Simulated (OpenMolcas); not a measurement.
# One shape, several levels: C2H5InO (SMILES C[C](=O)[InH2])

Aim: a comparison of 6 runs (HF/3-21G, HF/def2-SVP, BLYP/def2-SVP, M06-2X/def2-SVP, r2SCAN/def2-SVP, MP2/def2-SVP) of C2H5InO. 

Program for the calculation: OpenMolcas 26.06.

## 1. The system as given

C2H5InO: 9 atoms, total charge 0, spin state singlet. SMILES: `C[C](=O)[InH2]`. The shape is that of a PBE0-D4/def2-TZVP optimisation.

Bond lengths: C1–C2 1.499 Å, C2–O3 1.209 Å, C2–In4 2.211 Å, C1–H5 1.093 Å, C1–H6 1.095 Å, C1–H7 1.095 Å, In4–H8 1.725 Å, In4–H9 1.725 Å. Some angles: C1–C2–O3 122.1°, C1–C2–In4 127.4°, O3–C2–In4 110.5°, C2–C1–H5 111.2°, C2–C1–H6 109.2°, C2–C1–H7 109.1°, C2–In4–H8 118.8°, C2–In4–H9 118.8°, H5–C1–H6 110.2°, H5–C1–H7 110.2°.

## 2. Energy and gradient at HF/3-21G (run 1)

Input file job.input:

```
&GATEWAY
  BasLib=$CurrDir
  Coord
  9
  bohr
  C      0.65082168     2.24499464    -1.58566919
  C      1.14706376    -0.16459515    -0.18179165
  O      3.22349482    -1.11550533    -0.09750987
  In    -1.60210981    -2.46571465     1.96304750
  H      2.37217320     2.95836625    -2.47516328
  H     -0.80729100     1.91070208    -3.01430214
  H     -0.11092692     3.65019498    -0.27268748
  H     -3.02318385    -4.99775868     0.48112427
  H     -1.84985290    -2.02087312     5.18276287
  Basis=3-21G
  Group=NoSym

&SEWARD

&SCF
  Thresholds=1e-10 1e-07 1e-07 1e-05
  PrOrbitals=1

&ALASKA
```

The basis set 3-21G is read from a file made from the Basis Set Exchange's data (not shown).

Started as:

```
$ export MOLCAS_MEM=1860
$ pymolcas job.input > job.log
```

The program printed:

```text
--- Start Module: gateway ---
[...]
--- Stop Module: gateway /rc=_RC_ALL_IS_WELL_ ---
[...]
      Basis functions           68
[...]
--- Start Module: scf ---
[...]
       Convergence after  16 Iterations
[...]
::    Total SCF energy                              -5867.3292184969
[...]
      Total spin, S                                     0.0000000000
[...]
      Total electronic charge=   74.000000
      Total            charge=   -0.000000
[...]
      Dipole Moment (debye):
      Origin of the operator (angstrom)=   -0.3785   -0.9088    0.6706
                   X= -2.6326E+00               Y=  1.5344E+00               Z= -3.1262E-01           Total=  3.0631E+00
      Quadrupole Moment (debye*angstrom):
[...]
--- Stop Module: scf /rc=_RC_ALL_IS_WELL_ ---
[...]
--- Start Module: alaska ---
[...]
 *              Molecular gradients               *
 **************************************************
  Irreducible representation: a
 ------------------------------------------------------------------------------------------
                              X                       Y                       Z
 ------------------------------------------------------------------------------------------
  C1                3.42893491859875E-03   -1.21324801326708E-02    6.84410558378801E-03
  C2                2.36755981240624E-02   -4.25684347258937E-03   -3.19416292715324E-03
  O3               -2.62866305741305E-02    1.02205091060501E-02    8.78535097417199E-05
  IN4              -6.39278084713624E-03   -2.56474786284500E-03    3.23674570124233E-03
  H5                5.75673844231694E-03    2.15374299136184E-03   -2.83731357822825E-03
  H6               -4.96436128509492E-03   -1.71534821824404E-03   -2.39557533624213E-03
  H7               -3.29914487964955E-03    2.35185218521661E-03    4.05876892670953E-03
  H8                6.25629352860013E-03    8.59207646532401E-03    5.97706283633626E-03
[...]
--- Stop Module: alaska /rc=_RC_ALL_IS_WELL_ ---
[...]
```

Run time: 4.2 s. Hardware: 1 thread of Intel Xeon 6975P-C (Granite Rapids), shared host; peak memory 0.41 GiB.

## 3. Energy and gradient at HF/def2-SVP (core potential) (run 2)

Input file calc.inp:

```
&GATEWAY
 BasLib=$CurrDir
 Coord
 9
 angstrom
 C        0.344400       1.188000      -0.839100
 C        0.607000      -0.087100      -0.096200
 O        1.705800      -0.590300      -0.051600
 In      -0.847800      -1.304800       1.038800
 H        1.255300       1.565500      -1.309800
 H       -0.427200       1.011100      -1.595100
 H       -0.058700       1.931600      -0.144300
 H       -1.599800      -2.644700       0.254600
 H       -0.978900      -1.069400       2.742600
 Basis=def2-SVP
 Group=NoSym

&SEWARD

&SCF
 Thresholds=1e-10 1e-07 1e-07 1e-05
 PrOrbitals=1 2

&ALASKA
```

The basis set def2-SVP is read from a file made from the Basis Set Exchange's data (not shown).

Started as:

```
$ export MOLCAS_MEM=1860
$ pymolcas calc.inp > calc.log
```

The program printed:

```text
--- Start Module: gateway ---
[...]
--- Stop Module: gateway /rc=_RC_ALL_IS_WELL_ ---
[...]
      Basis functions           93
[...]
--- Start Module: scf ---
[...]
       Convergence after  14 Iterations
[...]
::    Total SCF energy                               -342.5437346150
[...]
      Total spin, S                                     0.0000000000
[...]
      Total electronic charge=   46.000000
      Total            charge=   -0.000000
[...]
      Dipole Moment (debye):
      Origin of the operator (angstrom)=   -0.3785   -0.9088    0.6706
                   X= -2.6526E+00               Y=  1.5134E+00               Z= -2.9483E-01           Total=  3.0682E+00
      Quadrupole Moment (debye*angstrom):
[...]
--- Stop Module: scf /rc=_RC_ALL_IS_WELL_ ---
[...]
--- Start Module: alaska ---
[...]
 *              Molecular gradients               *
 **************************************************
  Irreducible representation: a
 ------------------------------------------------------------------------------------------
                              X                       Y                       Z
 ------------------------------------------------------------------------------------------
  C1                4.32021205531208E-04   -4.39589427908338E-03    2.69159146015685E-03
  C2               -2.32972907035265E-02    1.18230506277541E-02   -1.66887219269141E-03
  O3                2.22881380959095E-02   -1.17815760321927E-02    1.90541005690981E-03
  IN4              -9.82598679202695E-04    4.30305412813592E-03   -2.46779041074774E-03
  H5                1.11730399015997E-03    3.09348942270971E-04   -4.88187817359265E-04
  H6               -1.50606304223455E-03   -4.01005527158049E-04    6.35073446870749E-05
  H7               -1.28942394864962E-03    7.87625960976257E-05    8.29777986517843E-04
  H8                2.21060010122143E-03    1.53176317729997E-03    1.93546617862084E-03
[...]
--- Stop Module: alaska /rc=_RC_ALL_IS_WELL_ ---
[...]
```

It took 8.7 s on 1 thread of Intel Xeon 6975P-C (Granite Rapids), shared host; peak memory 0.51 GiB.

Runs 3 to 5 aren't shown in full; the table further down has their settings and results.

## 4. A single-point energy at MP2/def2-SVP (core potential) (run 6)

Input file test.input:

```
>>> EXPORT MOLCAS_PRINT=2

&GATEWAY
  BasLib
  $CurrDir
  Coord
  9
  angstrom
  C        0.344400       1.188000      -0.839100
  C        0.607000      -0.087100      -0.096200
  O        1.705800      -0.590300      -0.051600
  In      -0.847800      -1.304800       1.038800
  H        1.255300       1.565500      -1.309800
  H       -0.427200       1.011100      -1.595100
  H       -0.058700       1.931600      -0.144300
  H       -1.599800      -2.644700       0.254600
  H       -0.978900      -1.069400       2.742600
  Basis
  def2-SVP
  Group
  NoSym

&SEWARD

&SCF
  Thresholds
  1e-10 1e-07 1e-07 1e-05
  PrOrbitals
  1

&MBPT2
  Frozen
  7
```

The basis set def2-SVP is read from a file made from the Basis Set Exchange's data (not shown).

Started as:

```
$ export MOLCAS_MEM=1860
$ pymolcas test.input > test.log
```

The program printed:

```text
--- Start Module: gateway ---
[...]
--- Stop Module: gateway /rc=_RC_ALL_IS_WELL_ ---
[...]
      Basis functions           93
[...]
--- Start Module: scf ---
[...]
       Convergence after  14 Iterations
[...]
::    Total SCF energy                               -342.5437346150
[...]
      Total spin, S                                     0.0000000000
[...]
      Total electronic charge=   46.000000
      Total            charge=   -0.000000
[...]
      Dipole Moment (debye):
      Origin of the operator (angstrom)=   -0.3785   -0.9088    0.6706
                   X= -2.6526E+00               Y=  1.5134E+00               Z= -2.9483E-01           Total=  3.0682E+00
      Quadrupole Moment (debye*angstrom):
[...]
--- Stop Module: scf /rc=_RC_ALL_IS_WELL_ ---
[...]
--- Start Module: mbpt2 ---
[...]
WARNING!
Default frozen orbitals as non valence orbitals is overwritten by user input.
Default values:   3
[...]
       Reference weight ( Cref**2 )         =        0.84159
::    Total MBPT2 energy                             -343.0882135333
[...]
      Total MBPT2 calculations                           0.27      0.32
--- Stop Module: mbpt2 /rc=_RC_ALL_IS_WELL_ ---
[...]
```

It took 7.2 s on 1 thread of Intel Xeon 6975P-C (Granite Rapids), shared host; peak memory 0.51 GiB.

## 5. All runs side by side

```
run                             level  integration grid      task   energy (Eh)  dipole moment (D) of the reference  HOMO energy (eV)  LUMO energy (eV)  wall time
  1                          HF/3-21G                 –  gradient  -5867.329218                                3.06             -8.97              0.79      4.2 s
  2      HF/def2-SVP (core potential)                 –  gradient   -342.543735                                3.07             -9.26              0.76      8.7 s
  3    BLYP/def2-SVP (core potential)         UltraFine  gradient   -344.305568                                2.24             -4.84             -2.33       38 s
  4  M06-2X/def2-SVP (core potential)         UltraFine  gradient   -344.256407                                2.58             -7.33             -1.24       41 s
  5  r2SCAN/def2-SVP (core potential)         UltraFine  gradient   -344.386928                                2.41             -5.18             -2.13       46 s
  6     MP2/def2-SVP (core potential)                 –    energy   -343.088214                                3.07             -9.26              0.76      7.2 s
```

## 6. Outcome

| quantity | value |
| --- | --- |
| run 6: total energy | -343.08821 Eh |
| run 6: dipole moment (mean-field density) | 3.07 D |
| run 6: HOMO energy (Hartree–Fock orbitals) | -9.26 eV |
| run 6: LUMO energy (Hartree–Fock orbitals) | 0.76 eV |
| run 6: HOMO–LUMO gap (Hartree–Fock orbitals) | 10.02 eV |
| run 6: correlation energy (7 core orbitals frozen) | -544.5 mEh |

**Reading.** Over runs 1, 2, 3, 4, 5 the dipole moment (its size) runs from 2.24 D (BLYP/def2-SVP) to 3.07 D (HF/def2-SVP). Over runs 1, 2, 3, 4, 5 the HOMO–LUMO gap runs from 2.52 eV (BLYP/def2-SVP) to 10.02 eV (HF/def2-SVP). Exact exchange widens orbital gaps. Totals of different functionals can't be ranked against each other. Some runs of one species differ in core potentials or relativity; totals across that change don't compare. In run 1 relativity is left out where basis or elements ask for it. All runs together took 2.4 min, the longest 46 s.
